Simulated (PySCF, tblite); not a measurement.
**C₅H₉OPSeSi: geometry, infrared bands and NMR shifts**

Aim: predict the infrared bands and NMR shifts of C₅H₉OPSeSi (`COC1=CC([SiH3])=C[P@@H]1=[Se]`).

The runs use tblite 0.8.0 and PySCF 2.14.0, with density-fitted response routines of our own; the level of theory stands in each step. All values are computed, except where a source is named. Atoms are numbered from 0 throughout.

### Step 1. The starting structure

18 atoms, charge 0, multiplicity 1; geometry from: force field or distance geometry start.

Bonds of the start (Å): C0–O1 1.41, O1–C2 1.41, C2–C3 1.30, C3–C4 1.42, C4–Si5 1.87, C4–C6 1.32, C6–P7 1.79, P7–Se8 1.86, P7–C2 1.80, C0–H9 1.12, C0–H10 1.12, C0–H11 1.12, C3–H12 1.12, Si5–H13 1.47, Si5–H14 1.49, Si5–H15 1.45, C6–H16 1.07, P7–H17 1.43.

### Step 2. Geometry optimisation with GFN2-xTB

Job settings and geometry (Å):

```
{"job": {"kind": "relax", "xc": "GFN2-xTB", "basis": "xTB"}, "charge": 0, "multiplicity": 1}
C     -2.917800    -0.551300    -0.841800
O     -2.192000     0.658200    -0.937500
C     -0.860700     0.612100    -0.461700
C     -0.189400    -0.374700     0.044100
C      1.148100    -0.125600     0.445500
Si     2.253300    -1.433300     1.188300
C      1.602500     1.098300     0.242900
P      0.250700     2.031100    -0.479700
Se     0.212800     3.715900     0.298100
H     -3.968100    -0.435300    -1.223700
H     -2.991100    -0.892700     0.224500
H     -2.407300    -1.352000    -1.437200
H     -0.677800    -1.375700     0.179600
H      1.803000    -2.759000     0.751000
H      2.158100    -1.274400     2.665000
H      3.602400    -1.202300     0.708800
H      2.572900     1.472100     0.476300
H      0.591800     2.194900    -1.854000
```

Command:

```bash
> OMP_NUM_THREADS=1 python probes_run.py task.json out
```

The driver reads the jobs from task.json and runs them one after another.

Output:

```text
step      E/eV     max force
  0    -726.68679   10.913
  1    -727.64819    4.230
  2    -727.90762    2.456
  3    -728.04984    0.951
  4    -728.09131    0.832
  5    -728.13982    0.438
  6    -728.15397    0.320
  7    -728.16803    0.459
  8    -728.18197    0.495
  9    -728.19905    0.403
 10    -728.21447    0.323
 11    -728.22697    0.281
 12    -728.23849    0.303
 13    -728.25180    0.323
 14    -728.26359    0.307
 15    -728.27210    0.208
 16    -728.27789    0.161
 17    -728.28224    0.150
 18    -728.28575    0.121
 19    -728.28830    0.104
 20    -728.28995    0.101
 21    -728.29137    0.108
 22    -728.29312    0.124
 23    -728.29514    0.132
 24    -728.29709    0.117
 25    -728.29865    0.105
 26    -728.29975    0.075
 27    -728.30052    0.066
 28    -728.30117    0.055
 29    -728.30180    0.069
 30    -728.30238    0.060
 31    -728.30284    0.051
 32    -728.30315    0.045
 33    -728.30339    0.046
 34    -728.30364    0.043
 35    -728.30387    0.036
 36    -728.30407    0.041
 37    -728.30427    0.039
 38    -728.30457    0.048
 39    -728.30502    0.060
 40    -728.30555    0.054
 41    -728.30596    0.054
 42    -728.30626    0.047
 43    -728.30655    0.049
 44    -728.30695    0.064
 45    -728.30750    0.060
 46    -728.30801    0.050
 47    -728.30835    0.032
 48    -728.30858    0.038
 49    -728.30879    0.036
 50    -728.30899    0.029
 51    -728.30913    0.025
 52    -728.30923    0.020
 53    -728.30933    0.021
 54    -728.30944    0.021
 55    -728.30955    0.021
 56    -728.30965    0.023
 57    -728.30975    0.028
 58    -728.30988    0.025
 59    -728.31000    0.022
 60    -728.31008    0.026
 61    -728.31015    0.021
 62    -728.31023    0.021
 63    -728.31033    0.020
 64    -728.31041    0.018
 65    -728.31048    0.020
 66    -728.31056    0.021
 67    -728.31066    0.026
 68    -728.31080    0.025
 69    -728.31092    0.020
 70    -728.31099    0.017
 71    -728.31104    0.016
 72    -728.31109    0.015
 73    -728.31114    0.015
 74    -728.31118    0.019
 75    -728.31122    0.018
 76    -728.31125    0.016
 77    -728.31129    0.014
 78    -728.31134    0.015
 79    -728.31138    0.015
 80    -728.31141    0.012
 81    -728.31144    0.013
 82    -728.31148    0.017
 83    -728.31153    0.016
 84    -728.31158    0.015
 85    -728.31163    0.021
 86    -728.31170    0.024
 87    -728.31179    0.024
 88    -728.31189    0.028
 89    -728.31200    0.027
 90    -728.31212    0.024
 91    -728.31224    0.022
 92    -728.31237    0.020
 93    -728.31249    0.023
 94    -728.31257    0.021
 95    -728.31265    0.019
 96    -728.31272    0.021
 97    -728.31279    0.022
 98    -728.31290    0.022
 99    -728.31308    0.032
100    -728.31327    0.038
101    -728.31346    0.038
102    -728.31371    0.034
103    -728.31395    0.036
104    -728.31416    0.030
105    -728.31433    0.026
106    -728.31445    0.032
107    -728.31441    0.051
108    -728.31466    0.026
109    -728.31478    0.022
110    -728.31519    0.031
111    -728.31529    0.022
112    -728.31536    0.020
113    -728.31552    0.022
114    -728.31562    0.025
115    -728.31581    0.037
116    -728.31601    0.036
117    -728.31620    0.027
118    -728.31639    0.034
119    -728.31659    0.043
120    -728.31678    0.051
121    -728.31692    0.043
122    -728.31705    0.031
123    -728.31716    0.025
124    -728.31733    0.039
125    -728.31750    0.047
126    -728.31774    0.049
127    -728.31797    0.053
128    -728.31811    0.030
129    -728.31817    0.020
130    -728.31820    0.027
131    -728.31823    0.023
132    -728.31826    0.023
133    -728.31829    0.013
134    -728.31832    0.014
135    -728.31835    0.017
136    -728.31838    0.018
137    -728.31841    0.014
138    -728.31842    0.010
```

It took 1.4 s on 1 thread of Arm Neoverse V1, shared host.

Step by step: (not every step is listed)

| step | energy from step 0 (eV) | largest force (eV/Å) |
| --- | --- | --- |
| 0 | 0.0000 | 10.9131 |
| 1 | -0.9614 | 4.2297 |
| 2 | -1.2208 | 2.4561 |
| 3 | -1.3631 | 0.9510 |
| 4 | -1.4045 | 0.8321 |
| 5 | -1.4530 | 0.4377 |
| 6 | -1.4672 | 0.3201 |
| 7 | -1.4812 | 0.4587 |
| 8 | -1.4952 | 0.4949 |
| 20 | -1.6032 | 0.1011 |
| 32 | -1.6164 | 0.0455 |
| 44 | -1.6202 | 0.0642 |
| 56 | -1.6229 | 0.0230 |
| 68 | -1.6240 | 0.0249 |
| 80 | -1.6246 | 0.0119 |
| 92 | -1.6256 | 0.0199 |
| 104 | -1.6274 | 0.0296 |
| 116 | -1.6292 | 0.0357 |
| 128 | -1.6313 | 0.0305 |
| 133 | -1.6315 | 0.0135 |
| 134 | -1.6315 | 0.0137 |
| 135 | -1.6316 | 0.0171 |
| 136 | -1.6316 | 0.0182 |
| 137 | -1.6316 | 0.0145 |
| 138 | -1.6316 | 0.0102 |

Distances of close pairs at the start and the end, largest changes first:

| bond | before (Å) | after (Å) | change (Å) |
| --- | --- | --- | --- |
| P7–Se8 | 1.856 | 2.080 | +0.224 |
| O1–C2 | 1.415 | 1.340 | -0.074 |
| C2–C3 | 1.296 | 1.346 | +0.050 |
| C3–H12 | 1.122 | 1.077 | -0.045 |
| C0–H9 | 1.124 | 1.088 | -0.036 |
| C3–C4 | 1.418 | 1.454 | +0.035 |
| C0–H10 | 1.122 | 1.094 | -0.028 |
| C4–C6 | 1.321 | 1.349 | +0.027 |

The final coordinates are the input of the step that follows.

### Step 3. Infrared spectrum with GFN2-xTB

Job settings and geometry (Å):

```
{"job": {"kind": "ir", "xc": "GFN2-xTB", "basis": "xTB"}, "charge": 0, "multiplicity": 1}
C     -2.933414    -0.419228    -0.744474
O     -2.057609     0.663938    -0.978555
C     -0.799345     0.537576    -0.534186
C     -0.154358    -0.475912     0.073730
C      1.235353    -0.194700     0.393655
Si     2.310756    -1.485626     1.254892
C      1.663486     1.029338     0.023210
P      0.298243     1.995091    -0.643289
Se    -0.321031     3.711083     0.355681
H     -3.900663    -0.113955    -1.138112
H     -3.018083    -0.627690     0.325901
H     -2.589336    -1.319071    -1.263455
H     -0.585525    -1.433028     0.316311
H      2.311731    -2.683588     0.410819
H      1.708721    -1.788627     2.554398
H      3.658154    -0.942843     1.401718
H      2.645767     1.429911     0.200424
H      0.518395     2.123646    -2.020325
```

Output:

```text
mode    cm-1     km/mol
  1      47.6      2.00
  2      56.7      2.43
  3      66.6      0.24
  4     122.6      1.45
  5     131.0      1.07
  6     138.4      2.64
  7     194.9      0.45
  8     232.6      2.63
  9     254.9      3.24
 10     353.9      2.82
 11     360.3      1.20
 12     425.0     19.75
 13     450.6     24.42
 14     463.8      2.33
 15     538.8     53.75
 16     557.1     40.28
 17     589.1     60.23
 18     682.6     20.67
 19     718.1      2.24
 20     723.1      9.13
 21     764.3    140.15
 22     771.0    411.61
 23     775.7    144.71
 24     781.4    262.82
 25     794.8     23.77
 26     813.3    216.88
 27     876.7     24.61
 28    1013.1     29.52
 29    1070.5     26.08
 30    1117.9      2.83
 31    1144.4     26.10
 32    1155.2     16.76
 33    1204.0     91.51
 34    1286.9     13.04
 35    1394.6      0.90
 36    1458.3      8.85
 37    1470.8      2.08
 38    1515.4    154.79
 39    1602.3    198.30
 40    2166.7    244.80
 41    2252.8    290.71
 42    2266.1    226.70
 43    2299.6    266.48
 44    2945.3     27.41
 45    2959.7     20.77
 46    3038.7      5.69
 47    3102.3     30.45
 48    3109.7      3.11
```

Run time: 0.94 s. Hardware: 1 thread of Arm Neoverse V1, shared host.

Which atoms move in the most intense modes:

| cm⁻¹ | km/mol | atoms |
| --- | --- | --- |
| 771 | 411.6 | H15 21 %, H13 20 %, H17 17 %, H14 14 % |
| 781 | 262.8 | C6 21 %, H13 19 %, H14 18 % |
| 813 | 216.9 | H17 39 %, H12 31 %, P7 12 % |
| 1602 | 198.3 | C2 46 %, C3 32 % |
| 2167 | 244.8 | H17 97 % |
| 2253 | 290.7 | H13 95 % |
| 2266 | 226.7 | H14 96 % |
| 2300 | 266.5 | H15 96 % |

### Step 4. NMR shieldings: PBE0/pcSseg-1

Same as in step 3 but for these lines:

```diff
@@ -1,2 +1,2 @@
-{"job": {"kind": "ir", "xc": "GFN2-xTB", "basis": "xTB"}, "charge": 0, "multiplicity": 1}
+{"job": {"kind": "nmr", "xc": "PBE0", "basis": "pcSseg-1"}, "charge": 0, "multiplicity": 1}
 C     -2.933414    -0.419228    -0.744474
```

With the program's defaults for keys left out, this is: GIAO PBE0/pcSseg-1 NMR shielding, non-relativistic, gas phase.

Output:

```text
coarse grid: 73488 points
cycle   1  E = -3302.2802763615  dE =  4.598e-01  |g| = 8.237e-01  |ddm| = 4.268e+00
cycle   2  E = -3302.2146645905  dE =  6.561e-02  |g| = 8.161e-01  |ddm| = 1.860e+00
cycle   3  E = -3302.3433728067  dE = -1.287e-01  |g| = 3.096e-01  |ddm| = 1.430e+00
cycle   4  E = -3302.3630246472  dE = -1.965e-02  |g| = 6.276e-02  |ddm| = 4.202e-01
cycle   5  E = -3302.3636880177  dE = -6.634e-04  |g| = 2.423e-02  |ddm| = 1.076e-01
cycle   6  E = -3302.3638494785  dE = -1.615e-04  |g| = 6.454e-03  |ddm| = 4.236e-02
cycle   7  E = -3302.3638596260  dE = -1.015e-05  |g| = 2.454e-03  |ddm| = 9.580e-03
cycle   8  E = -3302.3638612329  dE = -1.607e-06  |g| = 6.495e-04  |ddm| = 3.875e-03
final grid: 152528 points
cycle   9  E = -3302.3639139112  dE =  1.516e-07  |g| = 1.050e-03  |ddm| = 3.011e-03
cycle  10  E = -3302.3639132931  dE =  6.181e-07  |g| = 1.838e-03  |ddm| = 4.047e-03
cycle  11  E = -3302.3639142139  dE = -9.208e-07  |g| = 2.000e-04  |ddm| = 2.507e-03
cycle  12  E = -3302.3639142225  dE = -8.633e-09  |g| = 2.822e-05  |ddm| = 2.221e-04
cycle  13  E = -3302.3639142227  dE = -1.592e-10  |g| = 5.674e-06  |ddm| = 3.834e-05
converged SCF energy = -3302.3639142227

GIAO shielding tensors (ppm)
atom      isotropic    diamagn.    paramagn.     s11        s22        s33       span
  0 C      127.580     246.854    -119.274     96.125    105.212    181.404     85.280
  1 O      211.407     395.913    -184.506     88.465    214.821    330.935    242.471
  2 C        9.256     264.357    -255.101    -68.091     12.444     83.416    151.507
  3 C       77.255     260.351    -183.097     -0.476     80.355    151.885    152.361
  4 C       29.299     259.284    -229.985    -79.879      5.966    161.810    241.690
  5 Si     421.297     880.849    -459.552    380.546    421.243    462.102     81.556
  6 C       52.926     264.504    -211.577    -48.059     72.092    134.747    182.806
  7 P      316.206     963.980    -647.775    184.402    315.265    448.950    264.548
  8 Se    2344.725    2998.808    -654.083   2045.339   2415.115   2573.719    528.381
  9 H       27.340      27.525      -0.185     22.996     25.612     33.414     10.418
 10 H       28.068      30.423      -2.355     25.206     25.437     33.559      8.353
 11 H       27.975      30.295      -2.321     24.594     25.556     33.774      9.180
 12 H       26.254      35.914      -9.660     23.032     24.934     30.798      7.766
 13 H       27.405      28.903      -1.498     23.991     25.909     32.314      8.323
 14 H       27.355      28.868      -1.512     24.155     25.810     32.102      7.947
 15 H       27.579      28.650      -1.071     23.947     26.608     32.182      8.235
 16 H       25.739      32.632      -6.892     23.592     25.341     28.286      4.694
 17 H       24.066      27.008      -2.943     19.370     19.822     33.004     13.634
```

Wall time 78 s (1 thread of Arm Neoverse V1, shared host); peak memory 1.2 GiB.

Shifts follow as δ = σ(reference) − σ, with reference shieldings (ppm) from runs at the same level and on the same kind of geometry: 1H TMS 31.72, 13C TMS 186.9, 29Si TMS 349.2, 17O H2O 336.1, 31P H3PO4 318.4, 77Se Me2Se 1758. The references are single molecules in the gas phase, so shifts against H2O, NH3, PH3, H3PO4 or CFCl3 are not on the usual liquid scales and can be off by tens of ppm. Atoms listed in one row are averaged.

| atoms | environment | σ (ppm) | δ (ppm) |
| --- | --- | --- | --- |
| C2 | alkene carbon bearing oxygen | 9.3 | 177.7 |
| C4 | fully substituted alkene carbon | 29.3 | 157.6 |
| C6 | alkene CH | 52.9 | 134.0 |
| C3 | β carbon of an enol-ether or enamine type C=C | 77.3 | 109.7 |
| C0 | methyl carbon bonded to O | 127.6 | 59.3 |
| H17 | hydrogen on a phosphorus bonded to 2 C, Se, in a 5-membered ring | 24.07 | 7.65 |
| H16 | hydrogen on an alkene CH | 25.74 | 5.98 |
| H12 | hydrogen on a β carbon of an enol-ether or enamine type C=C | 26.25 | 5.46 |
| H13, H14, H15 | hydrogen on a silicon bonded to C | 27.45 | 4.27 |
| H9, H10, H11 | hydrogen on a methyl carbon bonded to O | 27.79 | 3.92 |
| O1 | ether oxygen | 211.4 | 124.7 |
| Si5 | silicon bonded to C, 3 H | 421.3 | -72.1 |
| P7 | phosphorus bonded to 2 C, Se, H, in a 5-membered ring | 316.2 | 2.2 |
| Se8 | selenium bonded to P | 2345 | -586 |

The run also stored atomic charges by several schemes (e):

| atoms | Mulliken | IAO | Hirshfeld | ESP fit |
| --- | --- | --- | --- | --- |
| C0 | -0.04 | -0.21 | -0.02 | -0.14 |
| O1 | -0.45 | -0.29 | -0.09 | -0.21 |
| C2 | 0.00 | -0.01 | 0.03 | 0.23 |
| C3 | -0.14 | -0.25 | -0.09 | -0.10 |
| C4 | -0.29 | -0.23 | -0.08 | -0.25 |
| Si5 | 0.57 | 0.61 | 0.32 | 0.36 |
| C6 | -0.36 | -0.42 | -0.11 | -0.03 |
| P7 | 0.64 | 0.88 | 0.28 | -0.27 |
| Se8 | -0.39 | -0.50 | -0.30 | -0.21 |

Mayer bond orders: C0–O1 0.89, O1–C2 1.07, C2–C3 1.65, C3–C4 1.08, C4–Si5 0.85, C4–C6 1.74, C6–P7 0.89, P7–Se8 1.65, P7–C2 0.82.

Ring of atoms C2, C3, C4, C6, P7: NICS(0) 0.1, NICS(1) -2.3, NICS(1)zz 1.7 ppm (means of both faces).

Orbitals, density, ELF and potential are computed afterwards from the orbital file.

Frontier orbitals at PBE0/pcSseg-1, with the share of their density that lies nearest to each atom:

| orbital | energy (eV) | lies on |
| --- | --- | --- |
| HOMO | -6.11 | Se8 77 % |
| LUMO | -2.05 | C2, C4, C6 about 18 % each; Se8 10 %; C3 7 % |

ELF in a plane through or near 12 of the atoms.

Values, 10 rows by 14 columns:
```
0.00 0.00 0.00 0.00 0.00 0.00 0.00 0.00 0.00 0.00 0.00 0.00 0.00 0.00
0.00 0.00 0.00 0.00 0.00 0.00 0.10 0.47 0.52 0.16 0.00 0.00 0.00 0.00
0.00 0.00 0.00 0.00 0.02 0.01 0.16 0.50 0.43 0.40 0.01 0.00 0.00 0.00
0.00 0.00 0.00 0.03 0.99 0.84 0.85 0.62 0.47 0.02 0.00 0.00 0.00 0.00
0.00 0.01 0.75 0.32 0.06 0.76 0.58 0.50 0.48 0.82 0.79 0.00 0.00 0.00
0.00 0.31 1.00 1.00 0.27 0.68 0.89 0.21 0.47 0.77 0.47 0.99 0.51 0.00
0.00 0.01 0.18 0.22 0.31 0.20 0.18 1.00 0.08 0.64 0.41 0.90 0.25 0.00
0.00 0.00 0.00 0.11 0.32 0.07 0.00 0.62 0.00 0.04 0.02 0.00 0.00 0.00
0.00 0.00 0.00 0.00 0.00 0.00 0.00 0.00 0.00 0.00 0.00 0.00 0.00 0.00
0.00 0.00 0.00 0.00 0.00 0.00 0.00 0.00 0.00 0.00 0.00 0.00 0.00 0.00
```
The map spans 13.2 Å across and 11.9 Å up, centred on the molecule. Atoms in the plane (x, y in Å): C0 (2.9, -1.0), O1 (2.3, 0.3), C2 (1.0, 0.4), C3 (0.0, -0.5), C4 (-1.3, 0.0), Si5 (-2.8, -1.1), C6 (-1.4, 1.4), P7 (0.3, 2.1), H9 (4.0, -0.8), H12 (0.2, -1.6), H15 (-4.0, -0.3), H16 (-2.3, 2.0).

log10 of the density (e/Å³) in the same plane.

Ten even steps from ' ' (-4.0) to '@' (1.9):
```
                            ......                      
                        ..::::::::::..                  
                    ..::::--======--::::..              
                  ..::::--====++====--::..              
              ..::::----==++++++++====--::              
            ..--==++====++******++++==--::              
          ..::==++********##@@##++++----::..            
      ....::--==++**######**##****++======::..          
    ..::--========++####**++**####**####++==::..        
  ..::--==++++++++**##%%******%%####%%##**====--::      
  ..::==++##********############****####****++==--..    
  ..::--==****%%@@********####**++++**%%%%##**++--::    
    ..::--==++**##**++==++**##++====******++++==::..    
    ....::====++++++==--==++++==--====++++==--::..      
      ....----======--::::------::::------::::..        
          ..::::::::::........    ........              
            ..........                                  
                                                        
                                                        
                                                        
```
The map spans 13.2 Å across and 11.9 Å up, centred on the molecule. Atoms in the plane (x, y in Å): C0 (2.9, -1.0), O1 (2.3, 0.3), C2 (1.0, 0.4), C3 (0.0, -0.5), C4 (-1.3, 0.0), Si5 (-2.8, -1.1), C6 (-1.4, 1.4), P7 (0.3, 2.1), H9 (4.0, -0.8), H12 (0.2, -1.6), H15 (-4.0, -0.3), H16 (-2.3, 2.0).

On the surface of density 0.002 e/bohr³ the electrostatic potential runs, from the 1st to the 99th percentile, from -1.37 V near Se8 to 1.35 V near H12.

### Step 5. What came out

| quantity | value |
| --- | --- |
| strongest single infrared mode (GFN2-xTB) | 771 cm⁻¹, 412 km/mol |
| zero-point energy (GFN2-xTB) | 74.7 kcal/mol |
| 13C shifts against TMS (PBE0/pcSseg-1) | 177.7, 157.6, 134.0, 109.7, 59.3 ppm |
| 1H shifts against TMS (PBE0/pcSseg-1, means over atoms taken as alike) | 7.65, 5.98, 5.46, 4.27, 3.92 ppm |
| 17O shifts against H2O (PBE0/pcSseg-1) | 124.7 ppm |
| 29Si shifts against TMS (PBE0/pcSseg-1) | -72.1 ppm |
| 31P shifts against H3PO4 (PBE0/pcSseg-1) | 2.2 ppm |
| 77Se shifts against Me2Se (PBE0/pcSseg-1) | -586 ppm |
| surface potential, 1st and 99th percentile | -1.37 V and 1.35 V |

**Reading.** The optimisation took 138 steps and gained 1.632 eV; among the close pairs (by a distance rule), P7–Se8 changed most, from 1.856 to 2.080 Å. No mode is imaginary among the 48: a minimum at this level. The strongest single mode, at 771 cm⁻¹, is spread over several atoms, H15, H13, H17, H14 among them. Unscaled tight-binding wavenumbers are off by several per cent, some by more. Its intensities can rank the bands wrongly. At PBE0/pcSseg-1: The widest tensor belongs to Se8: span 528 ppm, with a paramagnetic part of -654 ppm. At PBE0/pcSseg-1, counted by nearest atom on the grid, the HOMO lies on Se8 77 %, the LUMO on C2, C4, C6 about 18 % each; Se8 10 %. Spin-orbit coupling is left out, which matters for shieldings and couplings at and beside the heavy atoms.
